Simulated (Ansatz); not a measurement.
This script makes an equation of state with a fit of Mg₂ZnP₂, space group P3m1 with Ansatz 0.2.0 through its Python package.

The script, `mg2znp2_eos.py`:
```python
# -*- coding: utf-8 -*-
import ansatz
import numpy as np
from pymatgen.analysis.eos import EOS

vectors0 = np.array([
    [4.014066, 0.0, 0.0],
    [-2.007033, 3.476283, 0.0],
    [0.0, 0.0, 6.543878],
])
sites = [
    ("Mg", [1 / 3, 2 / 3, 0.634153]),
    ("Mg", [0.0, 0.0, 0.994274]),
    ("Zn", [2 / 3, 1 / 3, 0.361417]),
    ("P", [2 / 3, 1 / 3, 0.766708]),
    ("P", [1 / 3, 2 / 3, 0.243448]),
]


def crystal_on(cell):
    crystal = ansatz.Crystal(lattice=ansatz.Lattice.of(cell))
    for symbol, position in sites:
        crystal = crystal.atom(symbol, position)
    return crystal


def main():
    volumes, energies, pressures = [], [], []
    for scale in np.linspace(0.92, 1.08, 7):
        cell = vectors0 * scale ** (1 / 3)
        model = (
            crystal_on(cell).calculation()
            .functional("PBEsol")
            .occupations(ansatz.OccupationsMethod.FIXED)
            .basis(470)
            .kpoints(6, 6, 4)
            .stress()
        )
        summary = model.run(threads=1, pin="off").report
        volumes.append(abs(np.linalg.det(cell)) / len(sites))
        energies.append(summary["free_energy_ev"] / len(sites))
        pressures.append(np.trace(summary["stress_gpa"]) / 3)
        print(f"V = {volumes[-1]:8.4f} A^3/atom  F = {energies[-1]:.5f} eV/atom  P = {pressures[-1]:8.3f} GPa")

    for form in ["pourier_tarantola"]:
        fit = EOS(eos_name=form).fit(volumes, energies)
        print(f"{form:18s} V0 {fit.v0:8.4f} A^3/atom  B0 {fit.b0_GPa:7.1f} GPa  B1 {fit.b1:5.2f}")


if __name__ == "__main__":
    main()
```

Its results, one of them left out:

| V (Å³/atom) | F less the lowest row shown (meV/atom) |
| --- | --- |
| 16.802 | 23.66 |
| 17.289 | 8.38 |
| 17.776 | ? |
| 18.263 | 0.00 |
| 18.750 | 5.02 |
| 19.237 | 15.13 |
| 19.724 | 29.67 |

What is the missing energy at 17.776 Å³ an atom?

A third-order Birch-Murnaghan fit, E = E0 + (9 V0 B0 / 16) [(t - 1)³ B' + (t - 1)² (6 - 4t)] with t = (V0/V)^(2/3), through the 6 rows shown gives V0 = 18.081 Å³, B0 = 75.1 GPa, B' = 4.17 and E0 = -0.42 meV. At V = 17.776 Å³, t = 1.01143, and the fit interpolates to 0.83 meV. The run gave 0.83 meV, a miss of 0.00 meV.

What to keep in mind:
- Shape and fractional positions are held along the curve, so the bulk modulus is an upper value where they are free to relax.
- For a gap this small the mesh is coarse, and bands can meet between its points.
- Pressure is positive in compression.
- This cell is a computed structure, which may not be the phase found in nature.
- Timing: 71 s on 1 thread of Arm Neoverse N1 (shared host), peak memory 0.5 GiB.
